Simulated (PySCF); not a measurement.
# KLi+: from the state search to spectroscopic constants

Aim: find the lowest electronic state of KLi+, scan its bond at several levels of theory, and get bond length, wavenumber and dissociation energy from each curve.

Program: PySCF 2.14.0. Level of theory: K 3-21G, Li 3-21G, no relativity. These are calculated values, not measurements.

### Step 1. Input

A driver script around PySCF takes these settings:

```yaml
atoms: K, Li
charge: 1
basis: K 3-21G, Li 3-21G
Hamiltonian: no relativity
basis_functions: 26
electrons_treated: 21
masses_in_u: 38.9637, 7.0160
levels: PBE0, PBE, r²SCAN, revPBE, r²SCANh, B2PLYP, LC-ωPBE, HF, MP2, SCS-MP2, CCSD, CCSD(T)
grid: 80 radial by 434 angular points
occupations: held fixed by the projection of orbital angular momentum
dissociation_limit: K+ + Li, each in its ground configuration
starting_distance_in_angstrom: 3.330
values_of_2S_to_try: 1, 3
```

Run with:

```
> OMP_NUM_THREADS=1 python dia.py task.json out
```

Further steps of the session: The PBE0 curve of the state that the search chose; PBE (GGA); r²SCAN (meta-GGA); revPBE (GGA); r²SCANh (hybrid meta-GGA); B2PLYP (double hybrid); LC-ωPBE (range-separated hybrid); UHF (mean field); Correlated methods on the Hartree–Fock reference.

What does the calculation give? Wanted: for each run, Re; ωe; De; μ.

**Answer**, as computed:

Lowest PBE0 solution found, without spin–orbit coupling: ²Σ⁺ (doublet), unpaired electrons σ ↑.

```tsv
level	Re (Å)	ωe (cm⁻¹)	De (eV)	μ (D)
UHF	4.065	134.4	0.443	2.75
UHF-MP2	4.062	134.9	0.446	n/a
UHF-SCS-MP2	4.062	134.8	0.445	n/a
UHF-CCSD	4.060	135.0	0.446	n/a
UHF-CCSD(T)	4.060	135.0	0.446	n/a
PBE	3.958	131.1	0.54	3.44
revPBE	4.002	128.1	0.52	3.35
r²SCAN	3.961	136.6	0.51	3.16
r²SCANh	3.953	137.4	0.51	3.15
PBE0	3.956	135.0	0.52	3.25
LC-ωPBE	3.957	140.3	0.493	2.92
B2PLYP	3.958	136.3	0.496	3.06
```

De is counted to K+ + Li in their ground configurations. A positive dipole points from K to Li; in an ion it is taken about the centre of mass and does not tell which atom is negative.

Bond lengths run from 3.953 Å (r²SCANh) to 4.065 Å (UHF). CCSD(T) can't serve as the judge here: for a weak bond in this basis it is far from its limit. Of the levels with a De here, UHF gives the least (0.443 eV) and PBE the most (0.54 eV).

Correlated steps freeze 5 core orbitals. B2PLYP dipoles, levels and charges come from its SCF part alone. The basis is very small, so these numbers show the basis as much as the molecule.
